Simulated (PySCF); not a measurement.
**PdNCl: relaxation and vibrations of the quintet**

The task is one start of a wider search on PdNCl: the quintet, from a PBE0 minimum start. It is relaxed, tested by its Hessian and followed downhill if it is a saddle.

Program: PySCF 2.14.0. Level of theory: PBE0, basis Pd def2-TZVP with ECP28, N def2-TZVP, Cl def2-TZVP, scalar-relativistic core potentials, no spin–orbit coupling, density fitting. These are calculated values, not measurements.

## (1) Starting geometry

3 atoms, charge 0, spin multiplicity 5.

Bond lengths: Pd1–N2 1.970 Å, Pd1–Cl3 2.235 Å. Angles: N2–Pd1–Cl3 146.7°.

```xyz
3
charge 0 multiplicity 5
Pd    0.0000   -0.3690    0.0000
N    -1.4788   -1.6705    0.0000
Cl    0.5922    1.7863    0.0000
```

## (2) The SCF at the typed geometry

The steps below are one call of a driver around PySCF. For each, scf.py gives the equivalent set-up of the SCF; relaxations use the driver's own optimiser. After this first run the driver tries any further starts and a stability analysis.

Input file scf.py:

```python
from pyscf import gto, scf, dft
mol = gto.M(atom='''
Pd     0.000000    -0.368950    -0.000000
N     -1.478850    -1.670490     0.000000
Cl     0.592200     1.786310     0.000000''',
    basis={'Pd': 'def2-TZVP', 'N': 'def2-TZVP', 'Cl': 'def2-TZVP'},
    ecp={'Pd': 'def2-TZVP'},
    charge=0, spin=4)
mf = dft.UKS(mol, xc='PBE0')
mf.grids.atom_grid = (50, 194)
aux = {'Pd': 'def2-universal-JKFIT', 'N': 'def2-universal-JKFIT', 'Cl': 'def2-universal-JKFIT'}
mf = mf.density_fit(auxbasis=aux)
mf.conv_tol = 1e-08
mf.diis_space = 10
mf.max_cycle = 60
mf.init_guess = 'minao'
mf.verbose = 4
mf.kernel()
```

Started as:

```bash
OMP_NUM_THREADS=4 python axn.py task.json out
```

The runs that follow: Relaxing the quintet from the PBE0 minimum start; Hessian and properties.

Before running it: what results should come out? Wanted: minimum; geometry; wavenumbers; dipole moment; highest occupied, lowest empty level; polar-tensor charge of Pd1; zero-point energy; atomisation energy; ⟨S²⟩.

The runs gave:

| quantity | value |
| --- | --- |
| minimum | quintet, Cs |
| geometry | Pd–Cl 2.236 Å, Pd–N 1.970 Å; Cl–Pd–N 146.6° |
| wavenumbers (cm⁻¹) | 101 (a'), 359 (a'), 458 (a') |
| dipole moment | 2.20 D |
| highest occupied, lowest empty level (either spin) | -7.95, -5.47 eV |
| polar-tensor charge of Pd1 | +0.34 e |
| zero-point energy | 5.5 kJ/mol |
| entropy at 298.15 K | 309.6 J/(mol K) |
| atomisation energy (no zero-point energy) | 374 kJ/mol |
| ⟨S²⟩ | 6.016 |

The molecule stays Cs, as typed, and the end point is a minimum. The strongest infrared band lies at 458 cm⁻¹ (a', stretch). Most of the spin sits on N2 (Mulliken spin 2.46, against 4 for the whole molecule). The first SCF alone would have been 16 kJ/mol too high. Only this shape and spin were tried, so other structures or states may lie lower. Open d and f shells are described by one determinant, and the ground state may have another occupation or spin.
